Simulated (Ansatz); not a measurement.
Crystal: Ta3AsAu2O13.

```
Ta As Au O
1.0
     5.88672    0.00000    0.00000
     2.19986    5.91413    0.00000
     1.85109    1.73865    7.56124
Ta As Au O
3 1 2 13
Cartesian
  3.5277 1.3160 4.4372
  8.4178 4.9827 5.7729
  1.3628 1.9465 1.4293
  2.4231 5.3064 0.2074
  3.4839 4.6592 2.8842
  6.1205 3.7050 4.3004
  2.5978 3.8074 1.2502
  5.5381 0.8840 0.8829
  5.2555 7.1547 6.3269
  8.6768 6.4960 6.9563
  6.8740 5.5793 4.1349
  3.0284 3.4459 4.4876
  3.9928 5.7779 1.3008
  5.2710 1.9508 4.6573
  3.4494 3.9716 7.1031
  2.8087 1.6387 2.7018
  3.9884 5.7860 4.4874
  6.7104 4.2028 6.1533
  6.0937 3.0477 2.3580
```

The cell was built by a generator and needn't be a form met in nature.

- Program: Ansatz 0.2.0
- Task: relaxation of cell and atoms
- Functional: BLYP
- Potentials or basis: Ansatz PAW
- Cutoff: 420 eV (not typed: the program's choice for these potentials)
- k mesh: 4 × 4 × 3
- Occupations: fermi-dirac, width 0.05 eV
- Spin: no spin polarisation

At the start: volume 13.85 Å³/atom.

Problem. Where does the relaxation end?

Solution. It ends after 15 steps and the volume is 14.53 Å³/atom (+4.9 %); space group P1 (No. 1, to 0.05 Å).

Step by step:
```tsv
step	energy change (eV)	largest force (eV/Å)	volume (Å³)
1	0.0000	0.3828	263.24
2	-0.0478	0.3446	275.87
3	-0.0835	0.1557	273.10
4	-0.0872	0.1021	272.87
5	-0.0872	0.0583	273.25
6	-0.0859	0.0402	273.82
7	-0.0856	0.0186	273.91
8	-0.0856	0.0107	273.92
9	-0.1463	0.0114	273.92
10	-0.1360	0.0754	276.46
11	-0.1394	0.0236	275.94
12	-0.1393	0.0073	275.97
13	-0.1494	0.0073	275.97
14	-0.1486	0.0049	276.15
15	-0.1495	0.0050	276.15
```

Final structure:
```cif
data_structure
_symmetry_space_group_name_H-M 'P 1'
_symmetry_Int_Tables_number 1
_cell_length_a 6.0141
_cell_length_b 6.3989
_cell_length_c 8.0568
_cell_angle_alpha 73.545
_cell_angle_beta 76.809
_cell_angle_gamma 69.818
_cell_volume 276.15
loop_
_atom_site_label
_atom_site_type_symbol
_atom_site_fract_x
_atom_site_fract_y
_atom_site_fract_z
_atom_site_occupancy
Ta1 Ta 0.39732 0.04750 0.58765 1
Ta2 Ta 0.96470 0.61256 0.76518 1
Ta3 Ta 0.07326 0.27137 0.19003 1
As1 As 0.07363 0.88860 0.02518 1
Au1 Au 0.21701 0.67583 0.38219 1
Au2 Au 0.68603 0.46273 0.56813 1
O1 O 0.16481 0.59665 0.16511 1
O2 O 0.86962 0.11467 0.11216 1
O3 O 0.27142 0.96260 0.83655 1
O4 O 0.88297 0.82724 0.91664 1
O5 O 0.69642 0.78635 0.54695 1
O6 O 0.16876 0.41033 0.59374 1
O7 O 0.27550 0.92667 0.17396 1
O8 O 0.63322 0.15704 0.61588 1
O9 O 0.14228 0.39533 0.94077 1
O10 O 0.29749 0.17085 0.36036 1
O11 O 0.18639 0.80228 0.59510 1
O12 O 0.71126 0.47505 0.81239 1
O13 O 0.78790 0.41636 0.31201 1
```

Caveat: the plane-wave basis is chosen anew once the cell has moved, so the energies of steps on either side of that aren't comparable; the pressure holds a Pulay correction of +0.7 GPa for the finite cutoff; the PAW data sets come from PBE, with cores solved anew for the run's functional, which leaves a small shift of forces and pressure.
